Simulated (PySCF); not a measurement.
# C4H7AlN2Se: magnetic properties

What do calculations give for the magnetic properties of C4H7AlN2Se (`N#CCC[Se]C#[N+][AlH3-]`)?

Computed with PySCF 2.14.0 and routines of our own; the level stands in each step. Atoms count from 0.

## (1) The system as given

15 atoms, charge 0, multiplicity 1; geometry from: GFN2-xTB.

## (2) Magnetic properties: GIAO B3LYP/pcSseg-1

Job settings and geometry (Å):

```
{"job": {"kind": "mag", "xc": "B3LYP", "basis": "pcSseg-1", "isotopologues": 2}, "charge": 0, "multiplicity": 1}
N     -2.936871    -0.415474     1.565936
C     -2.212989     0.000555     0.786187
C     -1.306140     0.471116    -0.231070
C     -1.168446    -0.544128    -1.357320
Se    -0.507990    -2.317808    -0.717290
C      1.056246    -1.617820    -0.230314
N      2.019681    -1.041979     0.053115
Al     2.431943     0.893128     0.234630
H     -0.331661     0.688472     0.228413
H     -1.694714     1.408257    -0.642774
H     -0.457901    -0.196299    -2.108689
H     -2.130688    -0.762777    -1.825735
H      3.974533     0.957163     0.380826
H      1.757128     1.304921    -1.146429
H      1.503456     1.180662     1.482948
```

Method: GIAO B3LYP/pcSseg-1 magnetisability, rotational g tensor and spin-rotation constants, non-relativistic, gas phase.

Launch:

```sh
OMP_NUM_THREADS=1 python excited_run.py task.json out
```

This one command runs all jobs of the session in turn.

The program printed:

```text
coarse grid: 61952 points
cycle   1  E = -2909.7249044829  dE = -9.201e-02  |g| = 9.544e-01  |ddm| = 3.838e+00
cycle   2  E = -2909.2798899181  dE =  4.450e-01  |g| = 1.636e+00  |ddm| = 1.726e+00
cycle   3  E = -2909.7901588876  dE = -5.103e-01  |g| = 4.986e-01  |ddm| = 1.375e+00
cycle   4  E = -2909.8390282878  dE = -4.887e-02  |g| = 9.757e-02  |ddm| = 3.064e-01
cycle   5  E = -2909.8398304798  dE = -8.022e-04  |g| = 5.642e-02  |ddm| = 9.496e-02
cycle   6  E = -2909.8404587055  dE = -6.282e-04  |g| = 1.556e-02  |ddm| = 3.974e-02
cycle   7  E = -2909.8405046032  dE = -4.590e-05  |g| = 5.109e-03  |ddm| = 1.625e-02
cycle   8  E = -2909.8405114112  dE = -6.808e-06  |g| = 7.357e-04  |ddm| = 4.514e-03
final grid: 129384 points
cycle   9  E = -2909.8405012098  dE =  3.345e-08  |g| = 1.087e-03  |ddm| = 2.924e-03
cycle  10  E = -2909.8405004616  dE =  7.482e-07  |g| = 2.147e-03  |ddm| = 1.989e-03
cycle  11  E = -2909.8405014322  dE = -9.707e-07  |g| = 4.298e-04  |ddm| = 1.386e-03
cycle  12  E = -2909.8405014723  dE = -4.009e-08  |g| = 5.549e-05  |ddm| = 3.110e-04
cycle  13  E = -2909.8405014731  dE = -8.081e-10  |g| = 1.162e-05  |ddm| = 6.316e-05
converged SCF energy = -2909.8405014731

Magnetisability tensor (1e-30 J/T^2)
    -1548.53      -67.49      -19.88
      -67.49    -1551.35       32.54
      -19.88       32.54    -1453.27
isotropic -1517.72   principal values   -1618.01  -1507.35  -1427.79
isotropic susceptibility -91.399 1e-6 cm^3/mol

Inertial axes            a          b          c
rot. const./GHz      1.3483     0.8447     0.5971
chi total           -96.350    -87.959    -89.888
chi diamagnetic    -943.514  -1479.126  -1974.795
chi paramagnetic    847.164   1391.167   1884.907
quadrupole/D A      -20.279      8.422     11.857
g nuclear            0.5183     0.5306     0.5135
g electronic        -0.5366    -0.5521    -0.5287
g total             -0.0183    -0.0215    -0.0152

Spin-rotation constants (kHz, H = +C I.J)
atom  isotope        aa         bb         cc
  0    14N        0.181      0.183      0.082
  6    14N        0.055      0.188      0.126
  7   27Al        0.757      0.499      0.354
  8     1H        0.018     -0.073     -0.058
  9     1H       -0.153     -0.039     -0.021
 10     1H       -0.048     -0.081     -0.021
 11     1H        0.011     -0.097     -0.054
 12     1H        0.027     -0.059     -0.046
 13     1H       -0.078     -0.066      0.009
 14     1H       -0.071     -0.014     -0.028
  1    13C*       0.314      0.370      0.146
  2    13C*       0.226      0.125      0.095
  3    13C*       0.288      0.145      0.106
  4   77Se*       2.141      1.538      0.958
  5    13C*       0.075      0.387      0.293
* in the singly substituted isotopologue

Isotopologues: g along a, b, c
2H    at 8,9,10,11,12,1    -0.0172    -0.0198    -0.0141
15N   at 0                 -0.0178    -0.0213    -0.0151
```

It took 42 s on 1 thread of Intel Xeon 6975P-C, shared host; peak memory 0.94 GiB.

From this job:

| quantity | value |
| --- | --- |
| magnetisability | -1518·10⁻³⁰ J/T² |
| molar susceptibility | -91.4·10⁻⁶ cm³/mol |
| rotational g (a, b, c) | -0.0183, -0.0215, -0.0152 |

## (3) Magnetic properties: GIAO mPW1PW91/3-21G

The job, as its differences from that of step 2:

```diff
@@ -1,2 +1,2 @@
-{"job": {"kind": "mag", "xc": "B3LYP", "basis": "pcSseg-1", "isotopologues": 2}, "charge": 0, "multiplicity": 1}
+{"job": {"kind": "mag", "xc": "mPW1PW91", "basis": "3-21G"}, "charge": 0, "multiplicity": 1}
 N     -2.936871    -0.415474     1.565936
```

With the program's defaults for keys left out, this is: GIAO mPW1PW91/3-21G magnetisability, rotational g tensor and spin-rotation constants, non-relativistic, gas phase.

The program printed:

```text
coarse grid: 61952 points
cycle   1  E = -2895.9298184793  dE = -1.585e+00  |g| = 5.370e-01  |ddm| = 4.141e+00
cycle   2  E = -2895.6454939881  dE =  2.843e-01  |g| = 1.278e+00  |ddm| = 1.637e+00
cycle   3  E = -2896.0087650338  dE = -3.633e-01  |g| = 7.912e-02  |ddm| = 1.050e+00
cycle   4  E = -2896.0092397811  dE = -4.747e-04  |g| = 7.404e-02  |ddm| = 1.649e-01
cycle   5  E = -2896.0104075574  dE = -1.168e-03  |g| = 2.749e-02  |ddm| = 7.337e-02
cycle   6  E = -2896.0105743403  dE = -1.668e-04  |g| = 3.419e-03  |ddm| = 2.719e-02
cycle   7  E = -2896.0105778715  dE = -3.531e-06  |g| = 9.123e-04  |ddm| = 6.297e-03
final grid: 129384 points
cycle   8  E = -2896.0105816637  dE = -8.822e-11  |g| = 1.047e-03  |ddm| = 3.141e-03
cycle   9  E = -2896.0105812554  dE =  4.082e-07  |g| = 1.693e-03  |ddm| = 3.030e-03
cycle  10  E = -2896.0105819166  dE = -6.611e-07  |g| = 4.573e-04  |ddm| = 1.775e-03
cycle  11  E = -2896.0105819634  dE = -4.680e-08  |g| = 3.962e-05  |ddm| = 4.183e-04
cycle  12  E = -2896.0105819638  dE = -4.129e-10  |g| = 1.351e-05  |ddm| = 5.478e-05
converged SCF energy = -2896.0105819638

Magnetisability tensor (1e-30 J/T^2)
    -1606.97      -68.74      -20.47
      -68.74    -1670.00       21.34
      -20.47       21.34    -1521.78
isotropic -1599.58   principal values   -1714.36  -1577.59  -1506.80
isotropic susceptibility -96.329 1e-6 cm^3/mol

Inertial axes            a          b          c
rot. const./GHz      1.3483     0.8447     0.5971
chi total          -100.580    -94.400    -94.007
chi diamagnetic    -942.063  -1478.031  -1973.490
chi paramagnetic    841.483   1383.631   1879.483
quadrupole/D A      -20.564      8.742     11.822
g nuclear            0.5183     0.5306     0.5135
g electronic        -0.5330    -0.5491    -0.5272
g total             -0.0147    -0.0185    -0.0137

Spin-rotation constants (kHz, H = +C I.J)
atom  isotope        aa         bb         cc
  0    14N        0.152      0.154      0.069
  6    14N        0.042      0.154      0.103
  7   27Al        0.569      0.373      0.271
  8     1H       -0.002     -0.079     -0.061
  9     1H       -0.159     -0.046     -0.025
 10     1H       -0.062     -0.088     -0.027
 11     1H       -0.003     -0.103     -0.058
 12     1H        0.021     -0.067     -0.050
 13     1H       -0.087     -0.072      0.007
 14     1H       -0.081     -0.020     -0.030
  1    13C*       0.246      0.292      0.115
  2    13C*       0.162      0.088      0.068
  3    13C*       0.199      0.097      0.071
  4   77Se*       1.579      1.050      0.652
  5    13C*       0.055      0.301      0.231
* in the singly substituted isotopologue
```

Run time: 16 s. Hardware: 1 thread of Intel Xeon 6975P-C, shared host; peak memory 0.72 GiB.

From this job:

```
              quantity                      value
       magnetisability           -1600·10⁻³⁰ J/T²
  molar susceptibility         -96.3·10⁻⁶ cm³/mol
rotational g (a, b, c)  -0.0147, -0.0185, -0.0137
```

## (4) Magnetic properties side by side

```csv
level,ξ (10⁻³⁰ J/T²),g(a),g(b),gap (eV),functions,time
GIAO B3LYP/pcSseg-1,-1518,-0.0183,-0.0215,4.59,202,42 s
GIAO mPW1PW91/3-21G,-1600,-0.0147,-0.0185,5.33,103,16 s
```

## (5) What came out

| quantity | value |
| --- | --- |
| magnetisability (step 2, GIAO B3LYP/pcSseg-1) | -1518·10⁻³⁰ J/T² |
| molar susceptibility (step 2, GIAO B3LYP/pcSseg-1) | -91.4·10⁻⁶ cm³/mol |
| rotational g (a, b, c) (step 2, GIAO B3LYP/pcSseg-1) | -0.0183, -0.0215, -0.0152 |
| magnetisability over the levels | -1600 to -1518·10⁻³⁰ J/T² |

In words: Steps that list no spin-orbit terms leave them out, which matters at and beside the heavy atoms. The geometry comes from tight binding, which is rough for metal atoms, and these values hang on it. The magnetisability spreads by 5.3 % over 2 levels, from GIAO mPW1PW91/3-21G (16 s) to GIAO B3LYP/pcSseg-1 (42 s); the runs took 16 s to 42 s. Two levels can agree by chance, so this spread shows no convergence. Vibrational averaging and real surroundings are missing from these values.
